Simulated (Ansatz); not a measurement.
**Cu3Pd: response to strain**

Aim: deform Cu3Pd (equal xx and yy strain of +1 %) and compute stress, forces and field gradients with LAPW, PAW and all-electron datasets made for the crystal.

Computed with Ansatz 0.2.0 (DFT PBEsol, scalar-relativistic, unless a step's input says otherwise).

### 1 The structure to begin with

It takes space group P4/mmm (No. 123, tetragonal). The conventional cell has a = 3.697 Å, b = 3.697 Å, c = 3.659 Å, α = 90.00°, β = 90.00°, γ = 90.00°. Around Cu (site symmetry mmm) lie 8 Cu at 2.60 to 2.61 Å and 4 Pd at 2.60 Å. Cu (site symmetry 4/mmm) has 8 Cu at 2.60 Å and 4 Pd at 2.61 Å in its first shell of neighbours. Pd (site symmetry 4/mmm) has 12 Cu at 2.60 to 2.61 Å in its first shell of neighbours.

Coordinates:

```cif
data_structure
_symmetry_space_group_name_H-M 'P4/mmm'
_symmetry_Int_Tables_number 123
_cell_length_a 3.6970
_cell_length_b 3.6970
_cell_length_c 3.6590
_cell_angle_alpha 90.000
_cell_angle_beta 90.000
_cell_angle_gamma 90.000
_cell_volume 50.01
loop_
_atom_site_label
_atom_site_type_symbol
_atom_site_symmetry_multiplicity
_atom_site_Wyckoff_symbol
_atom_site_fract_x
_atom_site_fract_y
_atom_site_fract_z
_atom_site_occupancy
Cu1 Cu 2 e 0.00000 0.50000 0.50000 1
Cu2 Cu 1 c 0.50000 0.50000 0.00000 1
Pd1 Pd 1 a 0.00000 0.00000 0.00000 1
```

The file gives the conventional cell by its symmetry; the runs use the cell typed in the input.

Atoms are numbered in the order of the input: Cu1, Cu2, Cu3, Pd4.

### 2 After the deformation

Space group P4/mmm before, P4/mmm after.

### 3 All-electron LAPW

The input, input.yaml:

```yaml
crystal:
  lattice:
    - [3.73397, 0.0, 0.0]
    - [0.0, 3.73397, 0.0]
    - [0.0, 0.0, 3.659]
  atoms:
    - { symbol: Cu, position: [0.0, 0.5, 0.5] }
    - { symbol: Cu, position: [0.5, 0.0, 0.5] }
    - { symbol: Cu, position: [0.5, 0.5, 0.0] }
    - { symbol: Pd, position: [0.0, 0.0, 0.0] }
kpoints:
  mp_grid: { grid: [11, 11, 11] }
  band_path:
    path:
      - [0.0, 0.0, 0.0]
      - [0.0, 0.5, 0.0]
      - [0.5, 0.5, 0.0]
      - [0.0, 0.0, 0.0]
      - [0.0, 0.0, 0.5]
      - [0.0, 0.5, 0.5]
      - [0.5, 0.5, 0.5]
      - [0.0, 0.0, 0.5]
      - [0.0, 0.5, 0.0]
    npoints: 5
scf:
  occupations: { method: fermi_dirac, width: 0.05 }
hamiltonian:
  xc: pbesol
  pseudopotentials: { kind: all_electron, lapw: { basis_error: 0.001 } }
output:
  forces: true
  stress: true
  eigenvalues: true
```

Command:

```
ansatz run input.yaml --threads 1 --pin off --max-ram 4096MiB --backend cpu --events-out ev --progress --plain --runs-dir out
```

### 4 Frozen-core PAW

The input, input.yaml:

```yaml
crystal:
  lattice:
    - [3.73397, 0.0, 0.0]
    - [0.0, 3.73397, 0.0]
    - [0.0, 0.0, 3.659]
  atoms:
    - { symbol: Cu, position: [0.0, 0.5, 0.5] }
    - { symbol: Cu, position: [0.5, 0.0, 0.5] }
    - { symbol: Cu, position: [0.5, 0.5, 0.0] }
    - { symbol: Pd, position: [0.0, 0.0, 0.0] }
kpoints:
  mp_grid: { grid: [11, 11, 11] }
scf:
  occupations: { method: fermi_dirac, width: 0.05 }
hamiltonian:
  xc: pbesol
  pseudopotentials: { kind: paw }
output:
  forces: true
  stress: true
  eigenvalues: true
  efg: { contact_densities: true }
  write_density: true
  write_potential: true
  elf: true
  volumetric_format: npy
```

### 5 Datasets made for this crystal

input.yaml: that of step 4 with these lines changed.

```diff
@@ -16,3 +16,3 @@
   xc: pbesol
-  pseudopotentials: { kind: paw }
+  pseudopotentials: { kind: all_electron, datasets: crystal }
 output:
@@ -22,5 +22 @@
   efg: { contact_densities: true }
-  write_density: true
-  write_potential: true
-  elf: true
-  volumetric_format: npy
```

(Steps that only read results are left out.)

What does the calculation give? Wanted: pressure; largest shear or deviatoric stress.

The runs gave:

```
                                 quantity                                              value
                                 pressure  LAPW -6.96, PAW -6.95, crystal datasets -6.96 GPa
largest shear or deviatoric stress (LAPW)                                           0.70 GPa
```

In words: The largest part of the stress beyond the pressure is 0.70 GPa in size, in the zz component; the atoms are carried along and not relaxed. No run of the undeformed cell stands beside it, so pressure and stress hold what the given cell had before the change, as far as its symmetry allows. PAW: stress within 0.01 GPa of LAPW. Crystal datasets: stress within 0.01 GPa of LAPW.
